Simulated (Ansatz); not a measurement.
# Ti3Ag (Pm-3m): scan of the energy under strain from a Python script

What does a strain cost in Ti3Ag (Pm-3m)? Wanted for Ti3Ag (Pm-3m): a scan of the energy under strain.

Computed with Ansatz 0.2.0 through its Python package. Level of theory: DFT PBEsol, plane waves, PAW.

### 1 The structure

It takes space group Pm-3m (No. 221, cubic). The conventional cell has a = 4.099 Å, b = 4.099 Å, c = 4.099 Å, α = 90.00°, β = 90.00°, γ = 90.00°. Around Ti (site symmetry 4/mmm) lie 8 Ti at 2.90 Å and 4 Ag at 2.90 Å. Ag (site symmetry m-3m) has 12 Ti at 2.90 Å as nearest neighbours.

The script holds or builds the structure itself.

### 2 The code

The input, strain_ti3ag.py:

```python
'''A uniaxial strain scan of Ti3Ag.'''

import warnings

import ansatz as az
import numpy as np
from tabulate import tabulate

vectors0 = np.array([
    [4.098807, 0.0, 0.0],
    [0.0, 4.098807, 0.0],
    [0.0, 0.0, 4.098807],
])
sites = [
    ('Ti', [0.5, 0.5, 0.0]),
    ('Ti', [0.5, 0.0, 0.5]),
    ('Ti', [0.0, 0.5, 0.5]),
    ('Ag', [0.0, 0.0, 0.0]),
]


def build(cell):
    crystal = az.Crystal(lattice=az.Lattice.of(cell))
    for symbol, position in sites:
        crystal = crystal.atom(symbol, position)
    return crystal


def main() -> None:
    warnings.simplefilter('ignore', az.DeckWarning)

    # clamped ions: the fractional positions stay as typed
    values = np.linspace(-0.03, 0.03, 7)
    energies = []
    for d in values:
        strain = np.diag([0, 0, d])
        cell = vectors0 @ (np.eye(3) + strain)
        calc = (
            build(cell).calculation()
            .functional('pbesol')
            .occupations('fermi_dirac', width=0.05)
            .scf(tolerance=1e-09, max_iterations=150, extra_bands=16)
            .basis(470)
            .kpoints(9, 9, 9)
        )
        data = calc.run(threads=1, pin='off').report
        energies.append(data['free_energy_ev'] / len(sites))
        print(f'd = {d:+.4f}  F = {energies[-1]:.5f} eV/atom')
    energies = np.array(energies)

    print(tabulate(zip(values, 1000 * (energies - energies.min())), headers=['strain', 'dE (meV/atom)'], floatfmt='.3f'))
    curvature = 2 * np.polyfit(values, energies, 3)[1]
    volume = abs(np.linalg.det(vectors0)) / len(sites)
    print(f'd2E/dd2 over the volume: {curvature / volume * 160.21766:.1f} GPa')


if __name__ == '__main__':
    main()
```

### 3 What the engine is handed

The package turns the script's settings into the engine's input (first run):

```yaml
crystal:
  lattice:
    - [4.098807, 0.0, 0.0]
    - [0.0, 4.098807, 0.0]
    - [0.0, 0.0, 3.9758427899999997]
  atoms:
    - { symbol: Ti, position: [0.5, 0.5, 0.0] }
    - { symbol: Ti, position: [0.5, 0.0, 0.5] }
    - { symbol: Ti, position: [0.0, 0.5, 0.5] }
    - { symbol: Ag, position: [0.0, 0.0, 0.0] }
basis:
  ecutwfc: 470.0
kpoints:
  mp_grid:
    grid: [9, 9, 9]
hamiltonian:
  xc: pbesol
scf:
  max_iter: 150
  n_extra_bands: 16
  convergence:
    dr2_threshold: 1.0e-09
  occupations:
    method: fermi_dirac
    width: 0.05
```

### 4 The run

On the command line:

```console
$ python strain_ti3ag.py
```

**Question.** How much energy does this uniaxial strain cost, and what curvature follows?

As calculated:

```
                  quantity           value
curvature under the strain       134.1 GPa
             runs compared               7
           range of energy  33.15 meV/atom
      lowest point, strain          -0.030
```

Against the unstrained cell the energy per atom changes by -10.09 meV at one end of the scan and +23.06 meV at the other, and its second derivative over the volume is 134.1 GPa. The lowest row is an end of the scan, as the cell stands under stress. Notes:
- The run is spin-unpolarised.
- The curvature belongs to this strain pattern and to the cell's stress; it equals a single elastic constant only for simple patterns.
- In a metal a curvature from energy changes of a few meV or less hangs on mesh and smearing, in size and even in sign.
- The structure comes from a database of computed cells and needn't be a stable or known phase.
- The ions keep their fractional positions (clamped ions).
